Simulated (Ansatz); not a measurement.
# Zn2NiO4: the cost of one run

Method: DFT PBE, scalar-relativistic, plane waves, PAW, unless a step names another level, in Ansatz 0.2.0.

4 further runs of the same task are left out: 3 that didn't finish, 1 set aside as unsound or not needed.

## Step 1: Starting point

The structure is orthorhombic, space group Imma (No. 74). Conventional cell: a = 5.827 Å, b = 5.885 Å, c = 8.608 Å, α = 90.00°, β = 90.00°, γ = 90.00°. Around Zn (site symmetry mm2) lie 4 O at 1.94 to 2.05 Å. Zn (site symmetry 2/m) has 6 O at 2.03 to 2.18 Å as nearest neighbours. Around Ni (site symmetry 2/m) lie 6 O at 1.89 to 1.95 Å. O (site symmetry m) has 2 Ni at 1.95 Å and 2 Zn at 2.05 to 2.18 Å as nearest neighbours. Around O (site symmetry m) lie 1 Ni at 1.89 Å and 3 Zn at 1.94 to 2.03 Å.

Structure file:

```xyz
14
Lattice="-2.9134 2.9424 4.3042 2.9134 -2.9424 4.3042 2.9134 2.9424 -4.3042" Properties=species:S:1:pos:R:3 pbc="T T T"
Zn    0.0000    4.4136    1.2515
Zn    2.9134   -1.4712    3.0527
Zn   -1.4567    1.4712    2.1521
Zn    1.4567    1.4712    2.1521
Ni    0.0000    0.0000    4.3042
Ni    2.9134    0.0000    0.0000
O    -1.2735    1.4712    4.3204
O     0.0000    0.0863    2.4145
O     1.2735    1.4712    4.3204
O     0.0000    2.8561    2.4145
O     2.9134    0.0863    1.8898
O     2.9134    2.8561    1.8898
O     4.1868    1.4712   -0.0162
O     1.6399    1.4712   -0.0162
```

It came out lowest among 18 distinct ends of the trial cells. At a tolerance of 0.05 Å it has space group Imma (No. 74).

## Step 2: Electronic structure at the relaxed geometry

The input, input.yaml:

```yaml
crystal:
  lattice:
    - [-2.9133678897, 2.9423874218, 4.3042317668]
    - [2.9133678897, -2.9423874218, 4.3042317668]
    - [2.9133678897, 2.9423874218, -4.3042317668]
  atoms:
    - { symbol: Zn, position: [0.8953790635, 0.1453790635, 0.75] }
    - { symbol: Zn, position: [0.1046209365, 0.8546209365, 0.25] }
    - { symbol: Zn, position: [0.5, 0.0, 0.0] }
    - { symbol: Zn, position: [0.5, 0.5, 0.5] }
    - { symbol: Ni, position: [0.5, 0.5, 0.0] }
    - { symbol: Ni, position: [0.0, 0.5, 0.5] }
    - { symbol: O, position: [0.7518782131, 0.2833214969, 0.0314432837] }
    - { symbol: O, position: [0.2951383511, 0.2804747805, 0.0146635706] }
    - { symbol: O, position: [0.7518782131, 0.7204349294, 0.4685567163] }
    - { symbol: O, position: [0.7658112099, 0.2804747805, 0.4853364294] }
    - { symbol: O, position: [0.2341887901, 0.7195252195, 0.5146635706] }
    - { symbol: O, position: [0.7048616489, 0.7195252195, 0.9853364294] }
    - { symbol: O, position: [0.2481217869, 0.7166785031, 0.9685567163] }
    - { symbol: O, position: [0.2481217869, 0.2795650706, 0.5314432837] }
basis:
  ecutwfc: 420
kpoints:
  mp_grid: { grid: [8, 8, 8] }
  band_path:
    path:
      - [[0.0, 0.0, 0.0], [0.5, 0.5, -0.5], [0.3645353, 0.6354647, -0.3645353]]
      - [[-0.3645353, 0.3645353, 0.3645353], [0.0, 0.0, 0.0], [0.3668284, -0.3668284, 0.3668284]]
      - [[0.6331716, 0.3668284, -0.3668284], [0.5, 0.5, -0.5]]
      - [[0.0, 0.0, 0.0], [0.0, 0.5, 0.0], [0.25, 0.25, 0.25], [0.5, 0.0, 0.0], [0.0, 0.0, 0.0], [0.0, 0.0, 0.5], [0.25, 0.25, 0.25]]
    npoints: 10
hamiltonian:
  xc: pbe
scf:
  occupations: { method: gaussian, width: 0.1 }
  n_extra_bands: 35
output:
  forces: true
  stress: true
  eigenvalues: true
  populations: true
  dos: { projected: true, de: 0.02, nscf_kmesh: { grid: [10, 10, 10] } }
  bader: false
```

Launch:

```sh
> ansatz run input.yaml --threads 1 --pin off --max-ram 2560MiB --backend cpu --events-out ev --progress --plain --runs-dir out
```

What time and memory should one allow on 1 thread of Arm Neoverse V2, shared host?

About 5.9 min, with a peak of 1.7 GiB.
